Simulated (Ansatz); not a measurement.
# CGa: the cost of one run

Program: Ansatz 0.2.0, Gaussian basis. Level of theory: aug-cc-pVTZ, core rule «outside noble gas», up to 15 orbitals frozen. These are calculated values, not measurements.

Plan: UHF; CCSD(T) on ROHF; CCSD(T) on UHF; BCCD(T) on ROHF; CCSDT(Q) on ROHF; CCSDT(Q) on UHF; CASSCF and MRCISD+Q, 7 electrons in 8 orbitals; CASSCF and NEVPT2, 7 electrons in 8 orbitals.

6 further runs of the same task are left out: 6 set aside as unsound or not needed. Runs told in other sessions of the task aren't counted.

## 1. What is computed

The geometry is a PBE0/def2-TZVPD stationary point (not a proven minimum) of the parent state, kept for this charge and spin. No spin-orbit coupling is included. The filled d shell of Ga may be among the frozen orbitals whatever the setting's name suggests.

2 atoms, charge 0, spin multiplicity 2.

Atoms are counted from 1 here; the program's logs count them from 0.

Bond lengths: C1–Ga2 1.887 Å.

## 2. UHF

Input file in.yaml:

```yaml
crystal:
  periodic: [false, false, false]
  atoms:
    - {symbol: C, position_ang: [0.000000, 0.000000, 0.000000]}
    - {symbol: Ga, position_ang: [0.000000, 0.000000, 1.887000]}
basis:
  gaussian: {orbitals: aug-cc-pVTZ}
magnetization: {spin_polarized: true, initial_magnetization: 1}
hamiltonian: {xc: hf}
output: {orbitals: {seedname: orbitals}}
```

On the command line:

```console
> ansatz run in.yaml --threads 1 --pin off --events-out ev --progress --plain --max-ram 3968MiB --backend cpu
```

What time and memory should one allow on 1 thread of AMD EPYC 7R13, shared host?

About 14 s, with a peak of 0.29 GiB.
